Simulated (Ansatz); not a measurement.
**ClHMoO₃: small, medium and large basis sets**

One table from this session's results is given with a row withheld; the runs are named, their logs left out.

Computed with Ansatz 0.2.0, Gaussian basis. Level: one geometry, several basis sets.

Levels to be run: PBE0-D4/def2-SVP; ωB97M-V/def2-SVP; PBE0-D4/def2-QZVPP; ωB97M-V/def2-QZVPP; the functionals' def2-TZVPP values are taken from earlier runs.

### Structure used throughout

All runs share one geometry, relaxed beforehand with PBE0-D4 in a triple-zeta def2 set. Mo takes the def2 core potential; no spin-orbit term is included.

6 atoms, charge 0, spin multiplicity 1.

Atoms are counted from 1 here; the program's logs count them from 0.

Bond lengths: O1–Mo2 1.669 Å, Mo2–O3 1.669 Å, Mo2–O4 1.860 Å, Mo2–Cl5 2.254 Å, O4–H6 0.962 Å. Angles: O1–Mo2–O3 108.0°, O1–Mo2–O4 109.0°, O1–Mo2–Cl5 109.7°, O3–Mo2–O4 110.3°, O3–Mo2–Cl5 109.1°, O4–Mo2–Cl5 110.6°, Mo2–O4–H6 124.3°.

The first run:

in.yaml

```yaml
crystal:
  periodic: [false, false, false]
  atoms:
    - {symbol: O, position_ang: [1.278837, -1.041280, 1.055464]}
    - {symbol: Mo, position_ang: [0.301851, -0.293822, -0.072322]}
    - {symbol: O, position_ang: [-0.647082, -1.464848, -0.789512]}
    - {symbol: O, position_ang: [-0.764708, 0.964392, 0.787420]}
    - {symbol: Cl, position_ang: [1.578013, 0.690367, -1.648794]}
    - {symbol: H, position_ang: [-1.704711, 1.081091, 0.621644]}
basis:
  gaussian: {orbitals: def2-SVP}
hamiltonian: {xc: pbe0, dispersion: d4}
output: {orbitals: {seedname: orbitals}}
```

Steps of the session up to this table: PBE0-D4 in def2-SVP; ωB97M-V in def2-SVP; PBE0-D4 in def2-QZVPP; ωB97M-V in def2-QZVPP.

One table of the session follows, with a row left open; its other results are not shown here.

It belongs to the step «Density functionals: the series». 

```
functional       basis  HOMO (eV)  LUMO (eV)
   PBE0-D4    def2-SVP      -9.56      -2.95
   PBE0-D4  def2-TZVPP      -9.57      -2.95
   PBE0-D4  def2-QZVPP      -9.58      -2.97
   ωB97M-V    def2-SVP     -11.82      -0.79
   ωB97M-V  def2-TZVPP     -11.88      -0.82
   ωB97M-V  def2-QZVPP          ?          ?
```

**Question.** Estimate the row for ωB97M-V, def2-QZVPP.

The run gave: HOMO (eV): -11.91; LUMO (eV): -0.86. In the column «HOMO (eV)» it is the lowest.
